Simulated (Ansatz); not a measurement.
# GeCl (quartet): the correlation ladder, cc-pVTZ

An exercise on one series of results from a longer session: the logs are not shown, and one member is left open.

Program: Ansatz 0.2.0, Gaussian basis. Level of theory: cc-pVTZ, core rule «outside noble gas», up to 19 orbitals frozen. These are calculated values, not measurements.

The runs, in order: UHF; CCSD(T) on ROHF; CCSD(T) on UHF; BCCD(T) on ROHF; CISD; CCSDT(Q) on ROHF; CCSDT(Q) on UHF; CASSCF and MRCISD+Q, 11 electrons in 8 orbitals; CASSCF and NEVPT2, 11 electrons in 8 orbitals.

9 further runs of the same task are left out: 4 for a known fault of the program, 5 set aside as unsound or not needed.

### The geometry

The geometry is a PBE0/def2-TZVP stationary point (not a proven minimum). No spin-orbit coupling is included. The filled d shell of Ge may be among the frozen orbitals whatever the setting's name suggests; the logs give the count.

2 atoms, charge 0, spin multiplicity 4.

Atoms are counted from 1 here; the program's logs count them from 0.

Bond lengths: Ge1–Cl2 2.179 Å.

Coordinates:

```xyz
2

Ge    0.0000    0.0000    0.0000
Cl    0.0000    0.0000    2.1786
```

The first run:

File in.yaml:

```yaml
crystal:
  periodic: [false, false, false]
  atoms:
    - {symbol: Ge, position_ang: [0.000000, 0.000000, 0.000000]}
    - {symbol: Cl, position_ang: [0.000000, 0.000000, 2.178600]}
basis:
  gaussian: {orbitals: cc-pVTZ}
magnetization: {spin_polarized: true, initial_magnetization: 3}
hamiltonian: {xc: hf}
output: {orbitals: {seedname: orbitals}}
```

Command:

```bash
> ansatz run in.yaml --threads 1 --pin off --events-out ev --progress --plain --max-ram 2560MiB --backend cpu
```

Among the steps run: UHF; CCSD(T) on ROHF; CCSD(T) on UHF; BCCD(T) on ROHF; CISD; CCSDT(Q) on ROHF; CCSDT(Q) on UHF; CASSCF and MRCISD+Q, 11 electrons in 8 orbitals; CASSCF and NEVPT2, 11 electrons in 8 orbitals.

One table of the session follows, with a row left open; its other results are not shown here.

| method | from RCCSDT(Q) (kcal/mol) |
| --- | --- |
| ROHF | +170.44 |
| UHF | +168.35 |
| RMP2 | +23.77 |
| UMP2 | +22.97 |
| CISD | +19.00 |
| RCCSD | +8.18 |
| UCCSD | +7.48 |
| RCCSD(T) | +0.97 |
| UCCSD(T) | +0.38 |
| BCCD(T) | +0.97 |
| RCCSDT | +0.37 |
| UCCSDT | -0.23 |
| RCCSDT(Q) | 0 |
| UCCSDT(Q) | ? |
| CASSCF valence | +158.80 |
| NEVPT2 valence | +36.42 |
| MRCISD valence | +16.70 |
| MRCISD+Q valence | +3.49 |

Q: Estimate the row for UCCSDT(Q) from the others.

**Answer.** from RCCSDT(Q) (kcal/mol): -0.62. In the column «from RCCSDT(Q) (kcal/mol)» it is the lowest.

Caveats from the session: Restricted and unrestricted rows rest on different reference determinants; where their highest levels disagree by more than a few hundredths of an eV, they describe different states and don't form one ladder.
